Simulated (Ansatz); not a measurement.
# CH6BFO2Si: up Jacob's ladder to CCSD(T)

The task here is to estimate one member of a computed series from the others.

Method: functionals in def2-TZVPP, the program's frozen cores in correlated methods; program: Ansatz 0.2.0, Gaussian basis.

Plan: PBE-D4, r2SCAN-D4, PBE0-D4, B3LYP-D4, ωB97X-V, ωB97M-V, B2PLYP; CCSD(T)/def2-TZVPP; MP2/def2-QZVPP; extrapolation to the limit.

## Structure used throughout

The geometry comes from an earlier relaxation with PBE0-D4 in a triple-zeta def2 set; it is a stationary point, not always the lowest conformer.

SMILES `OB([SiH3])OCF`, 12 atoms, charge 0, spin multiplicity 1.

Atoms are counted from 1 here; the program's logs count them from 0.

Bond lengths: O1–B2 1.354 Å, O1–H7 0.964 Å, B2–Si3 2.030 Å, B2–O4 1.381 Å, Si3–H8 1.490 Å, Si3–H9 1.490 Å, Si3–H10 1.487 Å, O4–C5 1.376 Å, C5–F6 1.385 Å, C5–H11 1.090 Å, C5–H12 1.096 Å. Angles: B2–O1–H7 114.7°, O1–B2–Si3 120.2°, O1–B2–O4 123.0°, Si3–B2–O4 116.7°, B2–Si3–H8 110.2°, B2–Si3–H9 110.2°, B2–Si3–H10 111.9°, H8–Si3–H9 107.5°, H8–Si3–H10 108.4°, H9–Si3–H10 108.6°, B2–O4–C5 123.0°, O4–C5–F6 111.0°, O4–C5–H11 108.6°, O4–C5–H12 111.5°, F6–C5–H11 107.5°, F6–C5–H12 106.6°, H11–C5–H12 111.5°.

Set-up of the first run:

in.yaml reads:

```yaml
crystal:
  periodic: [false, false, false]
  atoms:
    - {symbol: O, position_ang: [-0.966942, 0.491694, 1.207784]}
    - {symbol: B, position_ang: [0.060699, 0.083394, 0.425983]}
    - {symbol: Si, position_ang: [1.835977, -0.438052, 1.260719]}
    - {symbol: O, position_ang: [-0.029933, -0.010111, -0.949226]}
    - {symbol: C, position_ang: [-1.221714, 0.082606, -1.629783]}
    - {symbol: F, position_ang: [-1.858718, 1.281490, -1.355004]}
    - {symbol: H, position_ang: [-1.724234, 0.843301, 0.725547]}
    - {symbol: H, position_ang: [2.149341, -1.862212, 0.953210]}
    - {symbol: H, position_ang: [2.934934, 0.393533, 0.695089]}
    - {symbol: H, position_ang: [1.825279, -0.266908, 2.737655]}
    - {symbol: H, position_ang: [-1.013164, 0.060615, -2.699699]}
    - {symbol: H, position_ang: [-1.914525, -0.714551, -1.338374]}
basis:
  gaussian: {orbitals: def2-TZVPP}
hamiltonian: {xc: pbe, dispersion: d4}
output: {forces: true, orbitals: {seedname: orbitals}}
```

Started as:

```bash
ansatz run in.yaml --threads 4 --pin off --events-out ev --progress --plain --max-ram 10444MiB
```

Among the steps run: PBE-D4 (GGA); r2SCAN-D4 (meta-GGA); PBE0-D4 (hybrid); B3LYP-D4 (hybrid); ωB97X-V (range-separated); ωB97M-V (range-separated); B2PLYP (double hybrid); CCSD(T) in def2-TZVPP; MP2 in def2-QZVPP.

One of the session's tables, all rows but one given; the rest of the session is left out.

It belongs to the step «Atomisation energies». 

| method | atomisation energy (kJ/mol) |
| --- | --- |
| PBE-D4 | 4633.6 |
| r2SCAN-D4 | 4564.2 |
| PBE0-D4 | ? |
| B3LYP-D4 | 4538.5 |
| ωB97X-V | 4561.1 |
| ωB97M-V | 4559.6 |
| B2PLYP | 4497.4 |
| HF/def2-TZVPP | 3306.8 |
| MP2/def2-TZVPP | 4525.0 |
| CCSD/def2-TZVPP | 4357.6 |
| CCSD(T)/def2-TZVPP | 4426.0 |
| MP2/CBS | 4642.3 |
| CCSD(T)/CBS | 4543.3 |

**Question.** Estimate the row for PBE0-D4.

As computed: atomisation energy (kJ/mol): 4531.6. In the column «atomisation energy (kJ/mol)» it lies between MP2/def2-TZVPP (4525.0) and B3LYP-D4 (4538.5).

To keep in mind: Free atoms (2 O, 1 B, 1 Si, 1 C, 1 F, 6 H) were run apart at each level; the atomisation energy is their sum less the molecule, without zero-point or spin-orbit terms.
